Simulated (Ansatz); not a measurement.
Debugging a relaxation of cell and ions of Tl2S, space group P-3m1 (the Ansatz DFT code, driven from Python).

Contents of `tl2s.xyz`:
```text
3
Lattice="4.05 0.0 0.0 -2.025 3.50740289 0.0 0.0 0.0 6.06333333" Properties=species:S:1:pos:R:3 pbc="T T T"
Tl   -0.00000000    2.33826859    4.40076733
Tl    2.02500000    1.16913429    1.66256600
S     0.00000000    0.00000000    0.00000000
```

The script, `tl2s.py`:
```python
# -*- coding: utf-8 -*-
"""Cell relaxation of Tl2S."""

import json
import warnings

import ansatz
from ase import Atoms
from ase.data import atomic_numbers
from ase.io import write
import matplotlib.pyplot as plt
import numpy as np
import spglib

def edges_and_angles(cell):
    cell = np.asarray(cell)
    a, b, c = np.linalg.norm(cell, axis=1)
    cosines = cell[1] @ cell[2] / (b * c), cell[0] @ cell[2] / (a * c), cell[0] @ cell[1] / (a * b)
    return (a, b, c, *np.degrees(np.arccos(cosines)))


def main():
    warnings.simplefilter("ignore", ansatz.DeckWarning)

    structure = ansatz.Crystal.from_extxyz("tl2s.xyz")

    # every cell quantity that the symmetry leaves free
    job = (
        structure.calculation()
        .functional("PBEsol", dispersion="D3(BJ)")
        .occupations("Fixed")
        .basis(420)  # cutoff of the orbital basis
        .kpoints(length=14)  # sampling of the Brillouin zone
        .scf(tolerance=1e-07)
        .relax(force_tolerance=0.03, cell=True)  # relax until the tolerances are met
    )
    result = job.run(threads=1, pin="off", events_out="tl2s.ndjson")
    with open("tl2s.ndjson") as stream:
        events = [json.loads(line) for line in stream]
    steps = [e["data"] for e in events if e["event"] == "relax_step"]
    data = result.report
    for s in steps:
        flag = "" if s["accepted"] else "  (rejected)"
        print("step %2d  E = %.5f eV  largest force component = %.4f eV/A%s" % (s["step"], s["lagrangian_ev"], s["allowed_force_max_ev_ang"], flag))

    first, last = steps[0], steps[-1]
    symbols = [site.symbol for site in result.lattice.sites]
    print(f"energy gained {first['lagrangian_ev'] - last['lagrangian_ev']:.4f} eV in {len(steps) - 1} steps")
    for label, vectors in (("before", first["cell_ang"]), ("after", result.lattice.cell_ang)):
        print(label, "a b c (A) {:.4f} {:.4f} {:.4f}  angles {:.2f} {:.2f} {:.2f}".format(*edges_and_angles(vectors)), f" V = {abs(np.linalg.det(vectors)):.3f} A^3")
    print("final stress xx yy zz (GPa, compression positive):", np.round(np.diag(data["stress_gpa"]), 3) + 0.0)

    fig, (top, bottom) = plt.subplots(2, 1, sharex=True, figsize=(4.5, 4))
    top.plot([s["lagrangian_ev"] - last["lagrangian_ev"] for s in steps], "o-")
    top.set_ylabel("E - E(final) (eV)")
    bottom.semilogy([max(s["allowed_force_max_ev_ang"], 1e-6) for s in steps], "s-")
    bottom.set(xlabel="step", ylabel="largest force (eV/A)")
    fig.tight_layout()
    fig.savefig("relax.png", dpi=100)

    print("relaxed fractional positions")
    for site in result.lattice.sites:
        print(f"  {site.symbol:2s}", " ".join(f"{v % 1:8.5f}" for v in np.round(site.position_frac, 5)))

    relaxed = Atoms(symbols, positions=[site.position_ang for site in result.lattice.sites], cell=result.lattice.cell_ang, pbc=True)
    write("relaxed.vasp", relaxed, format="vasp")

    fractions = [site.position_frac for site in result.lattice.sites]
    numbers = [atomic_numbers[s] for s in symbols]
    for tolerance in (1e-3, 1e-2, 1e-1):
        print(f"space group at {tolerance} A:", spglib.get_spacegroup((result.lattice.cell_ang, fractions, numbers), symprec=tolerance))

    n_atoms = len(data["lattice"]["sites"])
    print("F =", round(data["free_energy_ev"], 4), "eV for", n_atoms, "atoms")
    print("E(sigma -> 0) =", round(data["energy_sigma0_ev"], 4), "eV, TS =", round(data["entropy_ts_ev"], 5), "eV")
    print("closed by", data["closed_by"], "after", data["n_iterations"], "iterations")


if __name__ == "__main__":
    main()
```

```console
$ python tl2s.py
RunWarning: iter 1: σ=0 fill of 16 bands saw a band overlap (occupied 8.6102 eV > unoccupied 7.5716 eV) — on an unconverged iterate often a transient of an unconverged empty band; one that stands at the close is told there (band_overlap_at_count); if the run fails to converge, the spectrum is likely genuinely metallic at σ=0 — use a smearing of finite width or the tetrahedron method (which not every kind of run takes: see the entry of scf.occupations.method in the input reference), with at [...]
RunWarning: the bands overlap at the fill by count (16 filled at each k-point of a channel): the highest filled level, 9.097284 eV at k-index 0, stands 0.6550 eV over the lowest empty one, 8.442319 eV at k-index 4, so that a fill of the lowest levels lies lower and no gap is reported. A metal, or a carrier in a host's bands, wants a smearing of finite width or the tetrahedron method (`scf.occupations.method`). A defect's level that its images broaden is meant whole, and this fill is then the right one; a shifted mesh or single k-points narrow the overlap
step  1  E = -23478.00621 eV  largest force component = 0.0113 eV/A
step  2  E = -23478.03137 eV  largest force component = 0.0639 eV/A
step  3  E = -23478.03131 eV  largest force component = 0.4271 eV/A  (rejected)
step  4  E = -23478.04838 eV  largest force component = 0.0160 eV/A
step  5  E = -23478.05866 eV  largest force component = 0.0092 eV/A
step  6  E = -23478.00823 eV  largest force component = 0.4926 eV/A  (rejected)
step  7  E = -23478.06131 eV  largest force component = 0.0083 eV/A
step  8  E = -23478.06159 eV  largest force component = 0.0002 eV/A
step  9  E = -23478.06116 eV  largest force component = 0.0003 eV/A
energy gained 0.0550 eV in 8 steps
before a b c (A) 4.0500 4.0500 6.0633  angles 90.00 90.00 120.00  V = 86.130 A^3
after a b c (A) 4.1494 4.1494 5.4911  angles 90.00 90.00 120.00  V = 81.878 A^3
final stress xx yy zz (GPa, compression positive): [ 0.006  0.006 -0.033]
relaxed fractional positions
  Tl  0.33333  0.66667  0.71822
  Tl  0.66667  0.33333  0.28178
  S   0.00000  0.00000  0.00000
space group at 0.001 A: P-3m1 (164)
space group at 0.01 A: P-3m1 (164)
space group at 0.1 A: P-3m1 (164)
F = -23478.0612 eV for 3 atoms
E(sigma -> 0) = -23478.0612 eV, TS = 0.0 eV
closed by deck_thresholds after 3 iterations
```
(Warnings from the package without file and line, shortened, repeats left out.)

The script ran to its end, but the result can't be trusted. Why?

The fault: fixed occupations, though the bands overlap at this level of theory. The change:

```diff
--- before
+++ after
@@ -30,3 +30,3 @@
         .functional("PBEsol", dispersion="D3(BJ)")
-        .occupations("Fixed")
+        .occupations("fermi_dirac", width=0.05)
         .basis(420)  # cutoff of the orbital basis
```

With that change:

Output of `python tl2s.py`:
```text
step  1  E = -23478.07340 eV  largest force component = 0.0846 eV/A
step  2  E = -23478.11504 eV  largest force component = 0.0957 eV/A
step  3  E = -23478.10812 eV  largest force component = 0.2613 eV/A  (rejected)
step  4  E = -23478.12109 eV  largest force component = 0.0040 eV/A
step  5  E = -23478.12237 eV  largest force component = 0.0052 eV/A
step  6  E = -23478.12326 eV  largest force component = 0.0024 eV/A
step  7  E = -23478.12345 eV  largest force component = 0.0020 eV/A
step  8  E = -23478.12259 eV  largest force component = 0.0021 eV/A
energy gained 0.0492 eV in 7 steps
before a b c (A) 4.0500 4.0500 6.0633  angles 90.00 90.00 120.00  V = 86.130 A^3
after a b c (A) 4.0585 4.0585 5.6506  angles 90.00 90.00 120.00  V = 80.605 A^3
final stress xx yy zz (GPa, compression positive): [-0.002 -0.002 -0.024]
relaxed fractional positions
  Tl  0.33333  0.66667  0.71334
  Tl  0.66667  0.33333  0.28666
  S   0.00000  0.00000  0.00000
space group at 0.001 A: P-3m1 (164)
space group at 0.01 A: P-3m1 (164)
space group at 0.1 A: P-3m1 (164)
F = -23478.1226 eV for 3 atoms
E(sigma -> 0) = -23478.1183 eV, TS = 0.00861 eV
closed by deck_thresholds after 3 iterations
```

File `relaxed.vasp` afterwards:
```text
Tl S
 1.0000000000000000
     4.0585306429455699   -0.0000000000000000   -0.0000000000000000
    -2.0292653214727849    3.5147906388284542   -0.0000000000000000
    -0.0000000000000000   -0.0000000000000000    5.6506109592421225
 Tl  S
   2   1
Cartesian
  0.0000000000000002  2.3431937592189698  4.0308100606550203
  2.0292653214727854  1.1715968796094849  1.6198008985871035
  0.0000000000000002 -0.0000000000000001  0.0000000000000000
```

What to keep in mind:
- Total energies depend on the potentials; only differences at equal settings carry meaning. A total without «per atom» is that of the cell as typed.
- Dispersion corrections can be off by several per cent in the lattices of metals, and by several GPa in the pressure at a fixed cell.
- For a metal this k-point mesh is coarse: on a finer one energies can move by several to tens of meV an atom and pressures by half a GPa or more, differences at one mesh by less.
- Energies along a relaxation are free energies. Rows at an unchanged volume are solved on a plane-wave basis chosen afresh for that cell, so the energy jumps there and such rows are no steps of the walk.
- Spin-orbit coupling, which matters for elements this heavy, is left out.
- The structure is a deposited one; some such entries were measured under pressure or heat, so a shift against it needn't be the functional's error alone.
- The script silences the warnings on its input, which a real study should read.
- Timing: 9 s on 1 thread of Arm Neoverse V1, with other jobs on the host, peak memory 0.47 GiB.

(A comment or docstring line of the script was reworded after the run, the code is as it ran.)
